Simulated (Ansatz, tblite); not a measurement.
**1x4x4 MgO rock-salt block (Mg₈O₈): rung by rung**

The task here is to estimate one member of a computed series from the others.

Method: as each input shows; program: Ansatz 0.2.0, Gaussian basis.

Levels to be run: GFN1-xTB, GFN2-xTB, PBE-D4/def2-TZVP, r2SCAN-D4/def2-TZVP, PBE-D4/def2-SVP, PBE0-D4/def2-SVP, HF/STO-3G, MP2/def2-SVP.

5 further runs of the same task are left out: 5 that didn't finish.

### The structure

The geometry is that of the singlet, from an earlier relaxation (PBE-D4/def2-SVP).

16 atoms, charge 0, spin multiplicity 1.

Bond lengths: Mg1–O2 1.854 Å, Mg1–O5 1.853 Å, O2–Mg3 1.941 Å, O2–Mg6 2.107 Å, Mg3–O4 1.890 Å, Mg3–O7 2.034 Å, O4–Mg8 1.890 Å, O5–Mg6 2.100 Å, O5–Mg9 1.939 Å, Mg6–O7 1.971 Å, Mg6–O10 1.977 Å, O7–Mg8 2.036 Å, O7–Mg11 1.969 Å, Mg8–O12 1.941 Å, Mg9–O10 2.041 Å, Mg9–O13 1.888 Å, O10–Mg11 1.978 Å, O10–Mg14 2.040 Å and more. Angles: O2–Mg1–O5 103.3°, Mg1–O2–Mg3 158.7°, Mg1–O2–Mg6 84.5°, Mg3–O2–Mg6 89.4°, O2–Mg3–O4 166.2°, O2–Mg3–O7 91.3°, O4–Mg3–O7 93.6°, Mg3–O4–Mg8 90.3°, Mg1–O5–Mg6 84.7°, Mg1–O5–Mg9 162.2°, Mg6–O5–Mg9 89.3°, O2–Mg6–O5 87.5°, O2–Mg6–O7 88.4°, O2–Mg6–O10 166.5°, O5–Mg6–O7 162.6°, O5–Mg6–O10 88.9°, O7–Mg6–O10 91.2°, Mg3–O7–Mg6 90.7° and more.

Geometry (Å):

```
Mg    0.4677   -2.7117   -2.6928
O    -0.0272   -2.9961   -0.9284
Mg    0.0525   -2.9059    1.0092
O     0.5785   -2.8315    2.8233
O     0.0495   -0.9277   -2.9712
Mg   -0.6033   -0.9705   -0.9760
O    -0.6270   -0.9884    0.9943
Mg    0.0908   -1.0066    2.8994
Mg    0.0805    1.0098   -2.8929
O    -0.6841    1.0046   -1.0003
Mg   -0.5922    0.9799    0.9756
O     0.0312    0.9313    2.9878
O     0.5985    2.8232   -2.8091
Mg    0.0471    2.9088   -1.0055
O     0.0135    2.9871    0.9323
Mg    0.4770    2.7080    2.7059
```

PBE0-D4/def2-TZVP was run before; its log isn't repeated, and its numbers join the tables.

Set-up of the first run:

Tight binding, by tblite at 300 K electronic temperature and without a spin-polarisation term:

```python
tblite.interface.Calculator('GFN1-xTB', numbers, positions, charge=0, uhf=0).singlepoint()
```

Tight binding, by tblite at 300 K electronic temperature and without a spin-polarisation term:

```python
tblite.interface.Calculator('GFN2-xTB', numbers, positions, charge=0, uhf=0).singlepoint()
```

start.molden holds the orbitals of an earlier run on this state, given as this run's starting guess.

in.yaml reads:

```yaml
crystal:
  periodic: [false, false, false]
  atoms:
    - {symbol: Mg, position_ang: [0.467703, -2.711708, -2.692841]}
    - {symbol: O, position_ang: [-0.027152, -2.996133, -0.928405]}
    - {symbol: Mg, position_ang: [0.052529, -2.905895, 1.009158]}
    - {symbol: O, position_ang: [0.578549, -2.831514, 2.823262]}
    - {symbol: O, position_ang: [0.049521, -0.927707, -2.971179]}
    - {symbol: Mg, position_ang: [-0.603343, -0.970513, -0.975959]}
    - {symbol: O, position_ang: [-0.627048, -0.988441, 0.994321]}
    - {symbol: Mg, position_ang: [0.090814, -1.006642, 2.899362]}
    - {symbol: Mg, position_ang: [0.080475, 1.009796, -2.892925]}
    - {symbol: O, position_ang: [-0.684085, 1.004605, -1.000314]}
    - {symbol: Mg, position_ang: [-0.592176, 0.979885, 0.975587]}
    - {symbol: O, position_ang: [0.031189, 0.931282, 2.987788]}
    - {symbol: O, position_ang: [0.598457, 2.823174, -2.809137]}
    - {symbol: Mg, position_ang: [0.047056, 2.908846, -1.005454]}
    - {symbol: O, position_ang: [0.013453, 2.987071, 0.932250]}
    - {symbol: Mg, position_ang: [0.476958, 2.707997, 2.705886]}
basis:
  gaussian: {orbitals: def2-TZVP, initial_orbitals: start.molden}
hamiltonian: {xc: pbe, dispersion: d4}
scf: {omitted_lower_state_checks: [starts]}
output: {forces: true, orbitals: {seedname: orbitals}}
```

Run with:

```
ansatz run in.yaml --threads 4 --pin off --events-out ev --progress --plain --max-ram 6963MiB
```

Steps of the session up to this table: PBE-D4/def2-TZVP; r2SCAN-D4/def2-TZVP; PBE-D4/def2-SVP; PBE0-D4/def2-SVP; HF/STO-3G; MP2/def2-SVP.

One table of the session follows, with a row left open; its other results are not shown here.

It belongs to the step «Binding energy». 

```
              level  binding an atom (eV)
          HF/STO-3G                 2.990
        HF/def2-SVP                 2.489
    PBE-D4/def2-SVP                 3.988
   PBE-D4/def2-TZVP                 3.898
r2SCAN-D4/def2-TZVP                 3.934
   PBE0-D4/def2-SVP                     ?
  PBE0-D4/def2-TZVP                 3.709
       MP2/def2-SVP                 3.888
```

**Question.** Estimate the row for PBE0-D4/def2-SVP.

As computed: binding an atom (eV): 3.787. In the column «binding an atom (eV)» it lies between PBE0-D4/def2-TZVP (3.709) and MP2/def2-SVP (3.888).

Caveats from the session: Free atoms were run apart at each level; binding is atoms less cluster, divided by the number of atoms, without zero-point or spin-orbit terms.
